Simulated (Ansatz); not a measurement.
ClGeH₅OSi, SMILES Cl[SiH2][O][GeH3], a single point in a Gaussian basis

With the Ansatz DFT code, driven from Python.

The cells in order, each with its output:

```python
from pathlib import Path

import ansatz as az
import numpy as np
import pandas as pd
```

```python
BASIS = 'cc-pVDZ'
XC = 'PBE0'
```

```python
geometry_ang = [
    ('Cl', (-0.7247, 2.1806, -2.3291)),
    ('Si', (0.0449, 1.0777, -0.7939)),
    ('O', (-0.9692, -0.3019, -0.5438)),
    ('Ge', (-0.0725, -1.192, 0.7996)),
    ('H', (1.4101, 0.6609, -1.1949)),
    ('H', (0.1036, 1.9172, 0.426)),
    ('H', (1.3135, -1.6218, 0.3904)),
    ('H', (-0.9319, -2.4611, 1.1072)),
    ('H', (-0.0853, -0.3059, 2.1214)),
]
molecule = az.Crystal.molecule()
for symbol, xyz in geometry_ang:
    molecule = molecule.atom(symbol, xyz)
```

```python
calculation = molecule.calculation()
calculation = calculation.basis(gaussian=BASIS)
calculation = calculation.functional(XC)
calculation = calculation.forces()
calculation = calculation.orbitals()
res = calculation.run(runs_dir='clgeh5osi_runs')
summary = res.report
```

```python
summary['converged'], summary['free_energy_ev']
```

    (True, -79031.47543940169)

```python
summary['positions_ang']
```

    [[-0.7247, 2.1806, -2.3291], [0.0449, 1.0777, -0.7939], [-0.9692, -0.3019, -0.5438],
     [-0.0725, -1.192, 0.7996], [1.4101, 0.6609, -1.1949], [0.1036, 1.9172, 0.426],
     [1.3135, -1.6218, 0.3904], [-0.9319, -2.4611, 1.1072], [-0.0853, -0.3059, 2.1214]]

```python
{key: value for key, value in summary.items() if isinstance(value, (int, float)) and 'ev' in key}
```

    {'free_energy_ev': -79031.47543940169, 'reference_energy_ev': -79031.47543940169}

```python
for key in ('converged', 'free_energy_ev', 'reference_energy_ev', 'n_frozen', 'n_occupied', 'n_virtual'):
    print(f'{key:22s} {summary[key]}')
```

    converged              True
    free_energy_ev         -79031.47543940169
    reference_energy_ev    -79031.47543940169
    n_frozen               0
    n_occupied             [38, 38]
    n_virtual              [64, 64]

```python
symbols = [site.symbol for site in molecule.cartesian_sites]
print('forces (eV/A)')
for symbol, f in zip(symbols, summary['forces_ev_ang']):
    print(f'  {symbol:2s} {f[0]:9.4f} {f[1]:9.4f} {f[2]:9.4f}')
```

    forces (eV/A)
      Cl   -0.2506    0.3229   -0.3959
      Si   -0.8729   -0.6887   -0.2250
      O     1.6762    0.9109    0.4872
      Ge   -1.5962   -0.6819    1.1855
      H     0.1996   -0.1127   -0.0465
      H    -0.0547    0.1398    0.1731
      H     0.5602    0.0424   -0.2611
      H     0.1894    0.3437   -0.1951
      H     0.1489   -0.2762   -0.7222

```python
charges = summary['charge_distribution']
table = pd.DataFrame({'atom': symbols, 'mulliken': charges['mulliken_charges_e'], 'lowdin': charges['lowdin_charges_e']})
print(table.round(3).to_string())
print('dipole (e A):', np.round(charges['dipole_moment_e_ang'], 4) + 0.0)
```

      atom  mulliken  lowdin
    0   Cl    -0.208   0.160
    1   Si     0.518  -0.121
    2    O    -0.528  -0.022
    3   Ge     0.411   0.215
    4    H    -0.048  -0.051
    5    H    -0.044  -0.050
    6    H    -0.034  -0.046
    7    H    -0.030  -0.047
    8    H    -0.037  -0.038
    dipole (e A): [ 0.3456 -0.1857  0.3736]

```python
lines = Path(summary['orbitals_path']).read_text().splitlines()
field_of = lambda key: [line.split('=')[1].strip() for line in lines if line.startswith(key)]
orbitals = [(27.211386 * float(e), s, float(n)) for e, s, n in zip(field_of('Ene='), field_of('Spin='), field_of('Occup='))]
homo = max(e for e, _, n in orbitals if n > 0.5)
lumo = min(e for e, _, n in orbitals if n < 0.5)
for e, spin, n in sorted(orbitals):
    if homo - 15 < e < lumo + 5:
        print(f'{spin:6s} {e:10.3f} eV  occupation {n:.0f}')
```

    Alpha     -23.232 eV  occupation 2
    Alpha     -16.000 eV  occupation 2
    Alpha     -15.259 eV  occupation 2
    Alpha     -11.744 eV  occupation 2
    Alpha     -11.701 eV  occupation 2
    Alpha     -11.657 eV  occupation 2
    Alpha     -10.292 eV  occupation 2
    Alpha     -10.152 eV  occupation 2
    Alpha      -9.540 eV  occupation 2
    Alpha      -9.292 eV  occupation 2
    Alpha      -9.069 eV  occupation 2
    Alpha      -8.675 eV  occupation 2
    Alpha      -0.552 eV  occupation 0
    Alpha       0.252 eV  occupation 0
    Alpha       0.814 eV  occupation 0
    Alpha       1.845 eV  occupation 0
    Alpha       2.019 eV  occupation 0
    Alpha       2.111 eV  occupation 0
    Alpha       2.678 eV  occupation 0
    Alpha       2.947 eV  occupation 0

Reading the output:
- Total energies depend on the basis set; only differences at equal settings carry meaning.
- The geometry is a force-field or estimated start, not a minimum of this method, and the basis set is short of its limit.
- The Löwdin charges here are taken after orthogonalising the functions within each atom; they differ from plain Löwdin charges, and their signs can be unphysical.
- Alpha marks a spatial orbital of a restricted run, filled by both spins.
- Levels such as HOMO and LUMO are orbital energies: with these approximate functionals they aren't the ionisation energy and electron affinity, and their gap isn't the fundamental gap.
- Timing: 5.9 s on 1 thread of AMD EPYC 7B13 (Zen 3), with other jobs on the host, peak memory 0.35 GiB.
